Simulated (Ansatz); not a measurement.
# SnBrCl₃: small, medium and large basis sets

Aim: see how fast density functionals converge with the basis set for SnBrCl₃.

Computed with Ansatz 0.2.0, Gaussian basis. Level: one geometry, several basis sets.

Levels to be run: PBE0-D4/def2-SVP; ωB97M-V/def2-SVP; PBE0-D4/def2-QZVPP; ωB97M-V/def2-QZVPP; the functionals' def2-TZVPP values are taken from earlier runs.

**1. The geometry**

The geometry comes from an earlier relaxation with PBE0-D4 in a triple-zeta def2 set; it is a stationary point. Sn takes the def2 core potential; no spin-orbit term is included.

SMILES `[Cl][Sn]([Cl])([Cl])[Br]`, 5 atoms, charge 0, spin multiplicity 1.

Atoms are counted from 1 here; the program's logs count them from 0.

Bond lengths: Cl1–Sn2 2.291 Å, Sn2–Cl3 2.291 Å, Sn2–Cl4 2.291 Å, Sn2–Br5 2.435 Å. Angles: Cl1–Sn2–Cl3 108.9°, Cl1–Sn2–Cl4 108.9°, Cl1–Sn2–Br5 110.1°, Cl3–Sn2–Cl4 108.9°, Cl3–Sn2–Br5 110.1°, Cl4–Sn2–Br5 110.1°.

**2. PBE0-D4 in def2-SVP**

in.yaml reads:

```yaml
crystal:
  periodic: [false, false, false]
  atoms:
    - {symbol: Cl, position_ang: [-1.054446, -0.276404, 2.009132]}
    - {symbol: Sn, position_ang: [0.008686, -0.029300, -0.004906]}
    - {symbol: Cl, position_ang: [2.081534, -0.995272, 0.128849]}
    - {symbol: Cl, position_ang: [-1.206958, -1.106056, -1.620609]}
    - {symbol: Br, position_ang: [0.221082, 2.333333, -0.553766]}
basis:
  gaussian: {orbitals: def2-SVP}
hamiltonian: {xc: pbe0, dispersion: d4}
output: {orbitals: {seedname: orbitals}}
```

Run with:

```console
$ ansatz run in.yaml --threads 4 --pin off --events-out ev --progress --plain --max-ram 10444MiB
```

After this run come: ωB97M-V in def2-SVP; PBE0-D4 in def2-QZVPP; ωB97M-V in def2-QZVPP.

Before running them: what should the planned runs give, taken together? Wanted: PBE0-D4: double and triple zeta above quadruple; ωB97M-V: double and triple zeta above quadruple.

**Answer**, as computed:

| quantity | value |
| --- | --- |
| PBE0-D4: double and triple zeta above quadruple | 24.46, 2.60 eV |
| ωB97M-V: double and triple zeta above quadruple | 24.14, 2.50 eV |

For PBE0-D4 the step from double to triple zeta gains 21.86 eV and the next only 2.60 eV. Total energies overstate the basis error of differences, where much of it tends to cancel.
